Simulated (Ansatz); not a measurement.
**BGe2 (quartet): from Hartree-Fock to the top rungs at a displaced geometry (v2), cc-pVDZ**

One table from this session's results is given with a row withheld; the runs are named, their logs left out.

Method: cc-pVDZ, core rule «outside noble gas», up to 29 orbitals frozen; program: Ansatz 0.2.0, Gaussian basis.

The runs, in order: UHF; CCSD(T) on ROHF; CCSD(T) on UHF; BCCD(T) on ROHF; CISD as a restricted active space (open shells left free, so some higher excitations enter); CCSDT(Q) on ROHF; CCSDT(Q) on UHF.

25 further runs of the same task are left out: 1 for a known fault of the program, 14 that didn't finish, 10 set aside as unsound or not needed. Runs told in other sessions of the task aren't counted.

## What is computed

The geometry is a PBE0/def2-TZVP stationary point (not a proven minimum) with its atoms shifted at random (size 0.100 Å). No spin-orbit coupling is included. The filled d shell of Ge may be among the frozen orbitals whatever the setting's name suggests.

3 atoms, charge 0, spin multiplicity 4.

Atoms are counted from 1 here; the program's logs count them from 0.

Bond lengths: Ge1–B2 2.021 Å, B2–Ge3 2.035 Å. Angles: Ge1–B2–Ge3 173.1°.

The first run:

File in.yaml:

```yaml
crystal:
  periodic: [false, false, false]
  atoms:
    - {symbol: Ge, position_ang: [0.084376, 0.005225, 2.020398]}
    - {symbol: B, position_ang: [-0.080498, 0.013599, 0.006591]}
    - {symbol: Ge, position_ang: [-0.003878, -0.018825, -2.026989]}
basis:
  gaussian: {orbitals: cc-pVDZ}
magnetization: {spin_polarized: true, initial_magnetization: 3}
hamiltonian: {xc: hf}
output: {orbitals: {seedname: orbitals}}
```

The run is started by

```
ansatz run in.yaml --threads 1 --pin off --events-out ev --progress --plain --max-ram 2393MiB
```

Among the steps run: UHF; CCSD(T) on ROHF; CCSD(T) on UHF; BCCD(T) on ROHF; CISD as a restricted active space (open shells left free, so some higher excitations enter); CCSDT(Q) on ROHF; CCSDT(Q) on UHF.

One of the session's tables, all rows but one given; the rest of the session is left out.

| method | from UCCSDT(Q) (meV) |
| --- | --- |
| ROHF | +6195.3 |
| UHF | +6009.3 |
| RMP2 | +1431.8 |
| UMP2 | +1469.5 |
| CISD | ? |
| RCCSD | +332.7 |
| UCCSD | +322.9 |
| RCCSD(T) | +81.2 |
| UCCSD(T) | +77.2 |
| BCCD(T) | +79.8 |
| RCCSDT | +25.7 |
| UCCSDT | +20.2 |
| RCCSDT(Q) | +5.7 |
| UCCSDT(Q) | 0 |

**Question.** Estimate the row for CISD.

As computed: from UCCSDT(Q) (meV): +894.7. In the column «from UCCSDT(Q) (meV)» it lies between RCCSD (+332.7) and RMP2 (+1431.8).

To keep in mind: Restricted and unrestricted rows rest on different reference determinants; a gap between their highest levels can come from leftover correlation error, from unlike frozen cores or from another state.
